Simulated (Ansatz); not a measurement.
Working through a ladder of methods at one geometry of CH6GeOSi, SMILES [GeH3][SiH]1CO1

With Ansatz 0.2.0, Python API.

The cells in order, each with its output:

In [1]:
```python
from dataclasses import dataclass

import ansatz
```

In [2]:
```python
@dataclass(frozen=True)
class Options:
    basis: str = "def2-SVP"
```

In [3]:
```python
settings = Options()
```

In [4]:
```python
GEOMETRY = """
Ge   -1.19190    1.16760   -0.17810
Si    0.75780    0.07900   -0.44380
C     0.98820   -1.32680    0.69790
O     0.49250   -1.63670   -0.47840
H    -2.22730    0.75330   -1.31200
H    -1.83770    0.90500    1.20210
H    -0.96410    2.74000   -0.30370
H     1.69150    0.38420   -1.58350
H     2.05620   -1.71560    0.81390
H     0.31800   -1.40110    1.58850
"""
```

In [5]:
```python
mol = ansatz.Crystal.molecule()
for line in GEOMETRY.strip().splitlines():
    symbol, *xyz = line.split()
    mol = mol.atom(symbol, [float(v) for v in xyz])
```

In [6]:
```python
calculation = mol.calculation().basis(gaussian=settings.basis)

methods = ["mp2", "ccsd", "ccsd_t"]
reports = [calculation.correlation(m).run(threads=1).report for m in methods]
print(f"Hartree-Fock reference {reports[0]['reference_energy_ev'] / 27.211386246:.6f} Ha")
best = reports[-1]["free_energy_ev"] - reports[-1]["reference_energy_ev"]
for method, each in zip(methods, reports):
    gained = each["free_energy_ev"] - each["reference_energy_ev"]
    print(f"{method:8s} total {each['free_energy_ev'] / 27.211386246:.6f} Ha  correlation {gained:9.4f} eV  ({100 * gained / best:.1f} % of the last)")
```
```text
Hartree-Fock reference -2480.010200 Ha
mp2      total -2480.666774 Ha  correlation  -17.8663 eV  (91.7 % of the last)
ccsd     total -2480.704227 Ha  correlation  -18.8854 eV  (97.0 % of the last)
ccsd_t   total -2480.725979 Ha  correlation  -19.4773 eV  (100.0 % of the last)
```

Reading the output:
- Total energies depend on the basis set; only differences at equal settings carry meaning.
- The geometry is a force-field or estimated start, not a minimum of this method, and the basis set is short of its limit. A lower total doesn't mark the better method: functionals have no common bound, and MP2 and coupled cluster aren't variational.
- Inner cores stay frozen; a filled d shell under the valence of the heavier atoms is correlated with it.
- Run time: 36 s on 1 thread of Arm Neoverse V1 (shared host), peak memory 0.53 GiB.
